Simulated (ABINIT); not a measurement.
# TaF3 (Pm-3m) in ABINIT: optical spectrum with LDA

Aim: the optical spectrum of TaF3 with LDA.

Everything below comes from runs of ABINIT 10.8.3 (patched build). Logs are shortened: lines on timing, memory, paths and dates and some standing lists are left out, and cuts for length are marked. The log counts tension as positive stress, the text compression.

**1. The undisturbed crystal**

Symmetry: Pm-3m, No. 221, cubic system. Conventional cell: a = 3.901 Å, b = 3.901 Å, c = 3.901 Å, α = 90.00°, β = 90.00°, γ = 90.00°. Ta (site symmetry m-3m) has 6 F at 1.95 Å as nearest neighbours. F (site symmetry 4/mmm) is surrounded by 2 Ta at 1.95 Å.

**2. Optical spectrum, LDA (cell relaxed at zero pressure by an earlier run)**

run.abi

```
ndtset 3

pp_dirpath "./"
pseudos "Ta.upf, F.upf"

acell 3*1.0
rprim
     7.5852792737     0.0000000000     0.0000000000
     0.0000000000     7.5852792737     0.0000000000
     0.0000000000     0.0000000000     7.5852792737
ntypat 2
znucl 73 9
natom 4
typat 1 2 2 2
chkprim 0
chksymtnons 0
tolsym 1.0e-6
xred
            0.0            0.0            0.0
            0.0            0.0            1/2
            0.0            1/2            0.0
            1/2            0.0            0.0

ecut 42.0
ecutsm 0.5

ngkpt 8 8 8
nshiftk 1
shiftk 0.5 0.5 0.5
istwfk *1

ixc 7

occopt 3
tsmear 0.05 eV

nstep 80

iomode 3
prteig 0
prtebands 0

nband1 21
tolvrs1 1.0e-12
prtden1 1
prtwf1 0
kptopt1 1

iscf2 -3
getden2 1
nband2 33
nbdbuf2 4
tolwfr2 1.0e-12
nstep2 120
prtden2 0
kptopt2 1

optdriver3 8
wfk_task3 "wfk_optics_fullbz"
getwfk3 2
nband3 29
kptopt3 1
prtevk3 1
inclvkb3 2
```

optic.abi

```
&FILES
 ddkfile_1 = 'runo_DS3_1_EVK.nc',
 ddkfile_2 = 'runo_DS3_2_EVK.nc',
 ddkfile_3 = 'runo_DS3_3_EVK.nc',
 wfkfile = 'runo_DS3_WFK.nc'
/
&PARAMETERS
 broadening = 0.005512,
 domega = 0.002,
 maxomega = 0.8,
 scissor = 0.000000,
 tolerance = 0.002
/
&COMPUTATIONS
 num_lin_comp = 1,
 lin_comp = 11,
 num_nonlin_comp = 0
/
```

Potentials or basis: PseudoDojo NC SR LDA v0.4.1 standard.

Started as:

```
$ abinit run.abi > log 2>&1
$ optic optic.abi > optic.log 2>&1
```

run.abo:

```text
.Version 10.8.3 of ABINIT
 DATASET    1 : space group Pm -3 m (#221); Bravais cP (primitive cubic)
================================================================================
 Values of the parameters that define the memory need for DATASET  1.
     intxc =       0    ionmov =       0      iscf =       7    lmnmax =       8
     lnmax =       8     mgfft =      48  mpssoang =       4    mqgrid =    3001
     natom =       4  nloc_mem =       1    nspden =       1   nspinor =       1
    nsppol =       1      nsym =      48    n1xccc =    2501    ntypat =       2
    occopt =       3   xclevel =       1
       mpw =        5701          nfft =      110592          nkpt =          20
================================================================================
================================================================================
[... 13 lines left out ...]
 DATASET    3 : space group Pm -3 m (#221); Bravais cP (primitive cubic)
================================================================================
 Values of the parameters that define the memory need for DATASET  3.
     intxc =       0    ionmov =       0      iscf =       7    lmnmax =       8
     lnmax =       8     mgfft =      48  mpssoang =       4    mqgrid =    3001
     natom =       4  nloc_mem =       1    nspden =       1   nspinor =       1
    nsppol =       1      nsym =      48    n1xccc =    2501    ntypat =       2
    occopt =       3   xclevel =       1
       mpw =        5701          nfft =      110592          nkpt =          20
================================================================================
================================================================================

--------------------------------------------------------------------------------
------------- Echo of variables that govern the present computation ------------
--------------------------------------------------------------------------------
 -outvars: echo values of preprocessed input variables --------
            acell      1.0000000000E+00  1.0000000000E+00  1.0000000000E+00 Bohr
              amu      1.80947900E+02  1.89984032E+01
          chkprim           0
      chksymtnons           0
             ecut      4.20000000E+01 Hartree
           ecutsm      5.00000000E-01 Hartree
           getden1          0
           getden2          1
           getden3          0
           getwfk1          0
           getwfk2          0
           getwfk3          2
             iscf1          7
             iscf2         -3
             iscf3          7
              ixc           7
           jdtset        1    2    3
         kptrlatt        8    0    0      0    8    0      0    0    8
          kptrlen      6.06822342E+01
            natom           4
            nband1         21
            nband2         33
            nband3         29
           nbdbuf1          0
           nbdbuf2          4
           nbdbuf3          0
           ndtset           3
            ngfft          48      48      48
             nkpt          20
            nstep1         80
            nstep2        120
            nstep3         80
             nsym          48
           ntypat           2
           occopt           3
        optdriver1          0
        optdriver2          0
        optdriver3          8
           prtden1          1
           prtden2          0
           prtden3          1
        prtebands           0
           prteig           0
           prtevk1          0
           prtevk2          0
           prtevk3          1
            prtwf1          0
            prtwf2          1
            prtwf3          1
            rprim      7.5852792737E+00  0.0000000000E+00  0.0000000000E+00
                       0.0000000000E+00  7.5852792737E+00  0.0000000000E+00
                       0.0000000000E+00  0.0000000000E+00  7.5852792737E+00
           shiftk      5.00000000E-01  5.00000000E-01  5.00000000E-01
          spgroup         221
           tolsym      1.00000000E-06
           tolvrs1     1.00000000E-12
           tolvrs2     0.00000000E+00
           tolvrs3     0.00000000E+00
           tolwfr1     0.00000000E+00
           tolwfr2     1.00000000E-12
           tolwfr3     0.00000000E+00
           tsmear      1.83746611E-03 Hartree
            typat      1  2  2  2
         wfk_task1          0
         wfk_task2          0
         wfk_task3          7
[... 263 lines left out ...]
- [  0.0000000,   0.0000000,   7.5852793, ]
lattice_lengths: [   7.58528,    7.58528,    7.58528, ]
lattice_angles: [ 90.000,  90.000,  90.000, ] # degrees, (23, 13, 12)
lattice_volume:   4.3643013E+02
convergence: {deltae:  0.000E+00, res2:  0.000E+00, residm:  9.912E-13, diffor:  0.000E+00, }
etotal    :  -1.38996580E+02
entropy   :   0.00000000E+00
fermie    :   2.23967693E-01
cartesian_stress_tensor: null
pressure_GPa: null
xred      :
- [  0.0000E+00,   0.0000E+00,   0.0000E+00, Ta]
- [  0.0000E+00,   0.0000E+00,   5.0000E-01,  F]
- [  0.0000E+00,   5.0000E-01,   0.0000E+00,  F]
- [  5.0000E-01,   0.0000E+00,   0.0000E+00,  F]
cartesian_forces: null
force_length_stats: {min: null, max: null, mean: null, }
...

 Integrated electronic density in atomic spheres:
 ------------------------------------------------
 Atom  Sphere_radius  Integrated_density
    1        2.00000          9.30066393
    2        2.00000          7.13559539
    3        2.00000          7.13559539
    4        2.00000          7.13559539
================================================================================

 ----iterations are completed or convergence reached----

 Mean square residual over all n,k,spin=   46.365E-14; max=  99.117E-14
 reduced coordinates (array xred) for    4 atoms
       0.000000000000      0.000000000000      0.000000000000
       0.000000000000      0.000000000000      0.500000000000
       0.000000000000      0.500000000000      0.000000000000
       0.500000000000      0.000000000000      0.000000000000

 cartesian coordinates (angstrom) at end:
    1      0.00000000000000     0.00000000000000     0.00000000000000
    2      0.00000000000000     0.00000000000000     2.00697846362689
    3      0.00000000000000     2.00697846362689     0.00000000000000
    4      2.00697846362689     0.00000000000000     0.00000000000000
 length scales=  1.000000000000  1.000000000000  1.000000000000 bohr
              =  0.529177210544  0.529177210544  0.529177210544 angstroms
 Eigenvalues (hartree) for nkpt=  20  k points:
 kpt#   1, nband= 33, wtk=  0.01563, kpt=  0.0625  0.0625  0.0625 (reduced coord)
  -2.35603   -1.13161   -1.13161   -1.13161   -0.79695   -0.78575   -0.78575   -0.13423
  -0.13357   -0.13357   -0.09688   -0.09520   -0.09520   -0.09173   -0.09173   -0.08967
   0.18849    0.18882    0.18882    0.21534    0.30878    0.30878    0.49965    0.51598
   0.51598    0.57711    0.57711    0.57817    0.76444    0.80233    0.80233    0.86062
   0.87889
      occupation numbers for kpt#   1
   2.00000    2.00000    2.00000    2.00000    2.00000    2.00000    2.00000    2.00000
   2.00000    2.00000    2.00000    2.00000    2.00000    2.00000    2.00000    2.00000
   2.00000    2.00000    2.00000    1.98187    0.00000    0.00000    0.00000    0.00000
   0.00000    0.00000    0.00000    0.00000    0.00000    0.00000    0.00000    0.00000
   0.00000
 prteigrs : prtvol=0 or 1, do not print more k-points.

--- !EnergyTerms
iteration_state     : {dtset: 2, }
comment             : Components of total free energy in Hartree
kinetic             :  6.58532466953132E+01
hartree             :  4.76650413357812E+01
xc                  : -3.08882651570525E+01
Ewald energy        : -7.38421310452719E+01
psp_core            :  2.84276701241604E+00
local_psp           : -1.46898448838784E+02
non_local_psp       : -3.72780692287601E+00
internal            : -1.38995596920474E+02
'-kT*entropy'       : -9.82651079172831E-04
total_energy        : -1.38996579571553E+02
...

--- !EnergyTermsDC
iteration_state     : {dtset: 2, }
comment             : '"Double-counting" decomposition of free energy'
band_energy         : -1.80553960101064E+01
Ewald energy        : -7.38421310452719E+01
psp_core            :  2.84276701241604E+00
xc_dc               : -4.99408372316203E+01
internal            : -1.38995597274583E+02
'-kT*entropy'       : -9.82651079172831E-04
total_energy_dc     : -1.38996579925662E+02
...

================================================================================
== DATASET  3 ==================================================================

--- !DatasetInfo
iteration_state: {dtset: 3, }
dimensions: {natom: 4, nkpt: 20, mband: 29, nsppol: 1, nspinor: 1, nspden: 1, mpw: 5701, }
cutoff_energies: {ecut:  42.0, pawecutdg:  -1.0, }
electrons: {nelect:   3.40000000E+01, charge:   0.00000000E+00, occopt:   3.00000000E+00, tsmear:   1.83746611E-03, }
meta: {optdriver: 8, wfk_task: 7, }
...

 mkfilename : getwfk/=0, take file _WFK from output of DATASET   2.

 Exchange-correlation functional for the present dataset will be:
  LDA: Perdew-Wang 92 LSD fit to Ceperley-Alder data - ixc=7
  J.P.Perdew and Y.Wang, PRB 45, 13244 (1992)

--------------------------------------------------------------------------------

 Computation of velocity matrix elements (DDK)

 Parameters extracted from the Abinit header:
    ecut:     42.0
    nkpt:    512
    mband:   33
    nsppol:  1
    nspinor: 1
    useylm:  0
    inclvkb: 2
    bmin: 1, bmax: 33
    Computing diagonal and off-diagonal matrix elements
    Between band index bmin: 1, bmax: 33

== END DATASET(S) ==============================================================
================================================================================

 -outvars: echo values of variables after computation  --------
            acell      1.0000000000E+00  1.0000000000E+00  1.0000000000E+00 Bohr
           etotal1    -1.3899657993E+02
           etotal2    -1.3899657993E+02
           etotal3     0.0000000000E+00
            fcart1    -0.0000000000E+00 -0.0000000000E+00 -0.0000000000E+00
                      -0.0000000000E+00 -0.0000000000E+00 -0.0000000000E+00
                      -0.0000000000E+00 -0.0000000000E+00 -0.0000000000E+00
                      -0.0000000000E+00 -0.0000000000E+00 -0.0000000000E+00
            fcart3     0.0000000000E+00  0.0000000000E+00  0.0000000000E+00
                       0.0000000000E+00  0.0000000000E+00  0.0000000000E+00
                       0.0000000000E+00  0.0000000000E+00  0.0000000000E+00
                       0.0000000000E+00  0.0000000000E+00  0.0000000000E+00
            rprim      7.5852792737E+00  0.0000000000E+00  0.0000000000E+00
                       0.0000000000E+00  7.5852792737E+00  0.0000000000E+00
                       0.0000000000E+00  0.0000000000E+00  7.5852792737E+00
           strten1    -3.8190424731E-07 -3.8190424731E-07 -3.8190424731E-07
                       0.0000000000E+00  0.0000000000E+00  0.0000000000E+00
           strten3     0.0000000000E+00  0.0000000000E+00  0.0000000000E+00
                       0.0000000000E+00  0.0000000000E+00  0.0000000000E+00
           xangst      0.0000000000E+00  0.0000000000E+00  0.0000000000E+00
                       0.0000000000E+00  0.0000000000E+00  2.0069784636E+00
                       0.0000000000E+00  2.0069784636E+00  0.0000000000E+00
                       2.0069784636E+00  0.0000000000E+00  0.0000000000E+00
             xred      0.0000000000E+00  0.0000000000E+00  0.0000000000E+00
                       0.0000000000E+00  0.0000000000E+00  5.0000000000E-01
                       0.0000000000E+00  5.0000000000E-01  0.0000000000E+00
                       5.0000000000E-01  0.0000000000E+00  0.0000000000E+00
 Calculation completed.
```

Wall time 4.7 min (1 thread of Arm Neoverse V2, shared host); peak memory 1.6 GiB.

Results:

```
Free energy : -3782.2896 eV
Pressure    : 0.0 GPa
```

Dielectric function (mean over the directions given):
| energy (eV) | real part | imaginary part |
| --- | --- | --- |
| 0.33 | -7.38 | 11.95 |
| 0.76 | -0.84 | 1.44 |
| 1.31 | 1.00 | 0.35 |
| 1.74 | 1.52 | 0.17 |
| 2.29 | 1.80 | 0.12 |
| 2.83 | 1.90 | 0.12 |
| 3.27 | 2.00 | 0.07 |
| 3.81 | 2.07 | 0.06 |
| 4.25 | 2.15 | 0.04 |
| 4.79 | 2.24 | 0.04 |
| 5.33 | 2.37 | 0.05 |
| 5.77 | 2.42 | 0.10 |
| 6.31 | 2.56 | 0.09 |
| 6.75 | 2.77 | 0.20 |
| 7.29 | 2.80 | 0.29 |
| 7.84 | 3.19 | 0.31 |
| 8.27 | 3.78 | 0.70 |
| 8.82 | 3.25 | 2.47 |
| 9.36 | 1.58 | 1.61 |
| 9.80 | 2.39 | 1.38 |
| 10.34 | 2.40 | 1.72 |
| 10.78 | 2.51 | 1.76 |
| 11.32 | 2.18 | 1.87 |
| 11.86 | 2.56 | 2.68 |
| 12.30 | 0.64 | 2.82 |
| 12.84 | 0.38 | 1.78 |
| 13.28 | 0.67 | 1.26 |
| 13.82 | 0.47 | 1.93 |
| 14.37 | 0.14 | 1.27 |
| 14.80 | 0.57 | 0.83 |
| 15.35 | 0.75 | 0.95 |
| 15.89 | 0.85 | 1.01 |
| 16.33 | 0.64 | 0.95 |
| 16.87 | 0.82 | 0.97 |
| 17.31 | 0.71 | 1.00 |
| 17.85 | 0.73 | 0.89 |
| 18.39 | 0.60 | 0.92 |
| 18.83 | 0.58 | 0.74 |
| 19.38 | 0.83 | 0.86 |
| 19.92 | 0.50 | 0.88 |

Caveat: the intraband (Drude) term is left out; spectra need much finer meshes, so this one isn't converged; independent-particle spectra lack excitons. The run has no spin-orbit coupling, so splittings on Ta are missing.
